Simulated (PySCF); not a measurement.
# A diatomic session: AlCu+

Aim: find the lowest electronic state of AlCu+, scan its bond at several levels of theory, and get bond length, wavenumber and dissociation energy from each curve.

Computed with PySCF 2.14.0. Level: Al def2-TZVPPD, Cu def2-TZVPPD, no relativity.

**1. Set-up**

A driver script around PySCF takes these settings:

```
atoms                         : Al, Cu
charge                        : 1
basis                         : Al def2-TZVPPD, Cu def2-TZVPPD
Hamiltonian                   : no relativity
basis functions               : 115
electrons treated             : 41
masses in u                   : 26.9815, 62.9296
levels                        : PBE0, PBE, r²SCAN, B97-3, BP86, M06-2X, BHandHLYP, BLYP, LC-ωPBE, HF, MP2, SCS-MP2, CCSD, CCSD(T)
grid                          : 80 radial by 434 angular points
occupations                   : held fixed by the projection of orbital angular momentum
dissociation limit            : Al+ + Cu, each in its ground configuration
starting distance in angstrom : 2.430
values of 2S to try           : 1, 3
```

Run with:

```console
$ OMP_NUM_THREADS=2 python dia.py task.json out
```

Further steps of the session: PBE0 along the bond; PBE (GGA); r²SCAN (meta-GGA); B97-3 (global hybrid GGA); BP86; M06-2X; BHandHLYP (global hybrid GGA); BLYP (GGA); LC-ωPBE (range-separated hybrid); UHF (mean field); MP2 and coupled cluster.

**Question.** What will these runs give? Wanted: for each run, Re; ωe; De; μ.

As calculated:

Lowest PBE0 solution found, without spin–orbit coupling: ²Σ⁺ (doublet), unpaired electrons σ ↑. The other levels ran on it alone.

| level | Re (Å) | ωe (cm⁻¹) | De (eV) | μ (D) |
| --- | --- | --- | --- | --- |
| UHF | 2.785 | 146.7 | 0.98 | -1.99 |
| UHF-MP2 | 2.389 | 240.5 | 1.19 | n/a |
| UHF-SCS-MP2 | 2.451 | 216.2 | 1.11 | n/a |
| UHF-CCSD | 2.541 | 191.0 | 1.12 | n/a |
| UHF-CCSD(T) | 2.478 | 208.9 | 1.20 | n/a |
| PBE | 2.393 | 247.6 | 1.46 | -3.22 |
| BLYP | 2.423 | 229.0 | 1.21 | -3.53 |
| BP86 | 2.391 | 245.5 | 1.39 | -3.32 |
| r²SCAN | 2.357 | 265.5 | 1.59 | -2.83 |
| PBE0 | 2.447 | 222.5 | 1.34 | -2.91 |
| B97-3 | 2.501 | 204.7 | 1.26 | -3.05 |
| BHandHLYP | 2.544 | 187.1 | 1.08 | -2.93 |
| M06-2X | 2.612 | 172.2 | 1.05 | -3.55 |
| LC-ωPBE | 2.413 | 241.4 | 1.41 | -2.28 |

De is counted to Al+ + Cu in their ground configurations. A positive dipole points from Al to Cu; in an ion it is taken about the centre of mass and does not tell which atom is negative.

Differences from CCSD(T) in the same basis:

| level | Re (mÅ) | ωe (%) |
| --- | --- | --- |
| UHF | +307 | -29.8 |
| UHF-MP2 | -89 | +15.1 |
| UHF-SCS-MP2 | -27 | +3.5 |
| UHF-CCSD | +63 | -8.6 |
| PBE | -85 | +18.6 |
| BLYP | -55 | +9.6 |
| BP86 | -87 | +17.5 |
| r²SCAN | -120 | +27.1 |
| PBE0 | -31 | +6.5 |
| B97-3 | +23 | -2.0 |
| BHandHLYP | +66 | -10.4 |
| M06-2X | +134 | -17.6 |
| LC-ωPBE | -65 | +15.6 |

Judged by CCSD(T) in the same basis: best bond length B97-3 (+23 mÅ), worst UHF (+307 mÅ); best wavenumber B97-3 (-2.0 %), worst UHF (-29.8 %). Of the levels with a De here, UHF gives the least (0.98 eV) and r²SCAN the most (1.59 eV).

Correlated steps freeze 10 core orbitals. With d or f electrons several states lie close, and the lowest PBE0 determinant need not be the measured ground state.
